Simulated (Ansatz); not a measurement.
# C3H11NO3Ti: the cost of one run

Computed with Ansatz 0.2.0, Gaussian basis. Level: BLYP/6-31G* with D4 dispersion.

### 1 Structure used throughout

The structure was relaxed beforehand with PBE0-D4 in a triple-zeta def2 set.

SMILES `CC(C)[NH][Ti]([OH])([OH])[OH]`, 19 atoms, charge 0, spin multiplicity 1.

Atoms are counted from 1 here; the program's logs count them from 0.

Bond lengths: C1–C2 1.518 Å, C1–H9 1.092 Å, C1–H10 1.095 Å, C1–H11 1.091 Å, C2–C3 1.523 Å, C2–N4 1.450 Å, C2–H12 1.101 Å, C3–H13 1.093 Å, C3–H14 1.093 Å, C3–H15 1.093 Å, N4–Ti5 1.879 Å, N4–H16 1.015 Å, Ti5–O6 1.806 Å, Ti5–O7 1.812 Å, Ti5–O8 1.810 Å, O6–H17 0.957 Å, O7–H18 0.957 Å, O8–H19 0.958 Å. Angles: C2–C1–H9 110.5°, C2–C1–H10 110.5°, C2–C1–H11 111.1°, H9–C1–H10 107.9°, H9–C1–H11 108.5°, H10–C1–H11 108.3°, C1–C2–C3 111.2°, C1–C2–N4 110.5°, C1–C2–H12 107.6°, C3–C2–N4 110.7°, C3–C2–H12 107.9°, N4–C2–H12 108.9°, C2–C3–H13 111.0°, C2–C3–H14 110.3°, C2–C3–H15 111.1°, H13–C3–H14 108.5°, H13–C3–H15 107.9°, H14–C3–H15 108.0° and more.

Geometry (Å):

```xyz
19

C    -1.45743   -0.83744    0.42446
C    -1.11145    0.16607   -0.66084
C    -1.16646   -0.47555   -2.04061
N     0.19537    0.74630   -0.41703
Ti    1.48106    0.58335    0.94368
O     2.62975    1.94721    0.65953
O     2.34836   -1.00138    0.80237
O     0.70162    0.65107    2.57634
H    -2.44717   -1.26402    0.25000
H    -0.73333   -1.65909    0.43166
H    -1.45212   -0.36747    1.40930
H    -1.86852    0.96485   -0.62911
H    -2.16429   -0.87106   -2.24840
H    -0.44769   -1.29707   -2.10535
H    -0.92261    0.24914   -2.82198
H     0.45777    1.39652   -1.15048
H     2.83552    2.71778    1.18891
H     2.28230   -1.68843    0.14014
H     0.79751    0.03492    3.30350
```

### 2 The run

in.yaml

```yaml
crystal:
  periodic: [false, false, false]
  atoms:
    - {symbol: C, position_ang: [-1.457430, -0.837435, 0.424463]}
    - {symbol: C, position_ang: [-1.111449, 0.166066, -0.660839]}
    - {symbol: C, position_ang: [-1.166462, -0.475546, -2.040614]}
    - {symbol: N, position_ang: [0.195374, 0.746305, -0.417034]}
    - {symbol: Ti, position_ang: [1.481057, 0.583355, 0.943684]}
    - {symbol: O, position_ang: [2.629751, 1.947215, 0.659535]}
    - {symbol: O, position_ang: [2.348358, -1.001385, 0.802372]}
    - {symbol: O, position_ang: [0.701618, 0.651067, 2.576343]}
    - {symbol: H, position_ang: [-2.447169, -1.264023, 0.250000]}
    - {symbol: H, position_ang: [-0.733328, -1.659092, 0.431661]}
    - {symbol: H, position_ang: [-1.452118, -0.367472, 1.409296]}
    - {symbol: H, position_ang: [-1.868519, 0.964853, -0.629109]}
    - {symbol: H, position_ang: [-2.164285, -0.871061, -2.248404]}
    - {symbol: H, position_ang: [-0.447686, -1.297074, -2.105347]}
    - {symbol: H, position_ang: [-0.922606, 0.249142, -2.821983]}
    - {symbol: H, position_ang: [0.457766, 1.396518, -1.150483]}
    - {symbol: H, position_ang: [2.835524, 2.717775, 1.188910]}
    - {symbol: H, position_ang: [2.282297, -1.688433, 0.140145]}
    - {symbol: H, position_ang: [0.797506, 0.034925, 3.303505]}
basis:
  gaussian: {orbitals: "6-31G*"}
hamiltonian: {xc: {name: BLYP}, dispersion: d4}
md: {timestep: 1 fs, n_steps: 50, ensemble: nve, temperature: 1500, initial_velocities: maxwell_boltzmann, seed: 176}
```

Run with:

```bash
> ansatz run in.yaml --threads 4 --pin off --events-out ev --progress --plain --max-ram 41984MiB --backend cpu
```

**Question.** How long does this run take on 4 threads of AMD EPYC 7R13, shared host, and how much memory does it need?

About 3.1 min, with a peak of 0.33 GiB.
